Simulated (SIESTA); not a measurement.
SnSe2:

```
CELL_PARAMETERS angstrom
3.81100 0.00000 0.00000
-1.90550 3.30042 0.00000
0.00000 0.00000 6.13600
ATOMIC_POSITIONS crystal
Sn 0.00000 0.00000 0.00000
Se 0.66667 0.33333 0.75100
Se 0.33333 0.66667 0.24900
```

```yaml
Program: SIESTA 5.4.2
Task: relaxation of cell and atoms
Functional: vdW-DF-cx
Potentials_or_basis: PseudoDojo 0.4 standard (PBE files)
Basis: DZP (energy shift 0.002 Ry)
Grid_cutoff: 500 Ry
Energy_shift: 0.002 Ry
k_mesh: 8 × 8 × 5
Occupations: fermi-dirac, width 0.05 eV
Spin: no spin polarisation
```

At the start: pressure 7.2 GPa; volume 25.73 Å³/atom.

Task: Where does the relaxation end?

Result: Over 15 steps the energy falls by 71.6 meV/atom and the volume is 26.31 Å³/atom (+2.3 %); space group P-3m1 (No. 164, to 0.05 Å).

Step by step:
```
step  energy change (eV)  largest force (eV/Å)  pressure (GPa)  volume (Å³)
   1              0.0000                1.3637            7.18        77.18
   2             -0.0943                0.9771            4.98        78.46
   3             -0.1979                0.1096            0.45        81.69
   4             -0.1994                0.0254            0.00        82.06
   5             -0.1997                0.0079           -0.13        82.15
   6             -0.2008                0.0207           -0.42        82.30
   7             -0.2025                0.0259           -0.67        82.33
   8             -0.2048                0.0021           -0.83        82.10
   9             -0.2063                0.0516           -0.75        81.65
  10             -0.2076                0.1050           -0.48        81.11
  11             -0.2090                0.1431           -0.15        80.49
  12             -0.2106                0.1529            0.12        79.78
  13             -0.2134                0.1020            0.46        78.52
  14             -0.2145                0.0505            0.25        78.75
  15             -0.2147                0.0055            0.02        78.92
```

Final structure:
```cif
data_structure
_symmetry_space_group_name_H-M 'P 1'
_symmetry_Int_Tables_number 1
_cell_length_a 3.9233
_cell_length_b 3.9233
_cell_length_c 5.9235
_cell_angle_alpha 89.994
_cell_angle_beta 90.006
_cell_angle_gamma 120.047
_cell_volume 78.92
loop_
_atom_site_label
_atom_site_type_symbol
_atom_site_fract_x
_atom_site_fract_y
_atom_site_fract_z
_atom_site_occupancy
Sn1 Sn 0.00000 0.00000 0.00000 1
Se1 Se 0.66673 0.33328 0.72681 1
Se2 Se 0.33328 0.66672 0.27319 1
```

Caveat: semicore shells carry a single zeta, which can move pressures by several GPa and volumes by a few percent; the potentials were made for another functional, which shifts forces and pressure; the basis of atomic orbitals isn't converged, which shifts pressures, moduli and gaps.
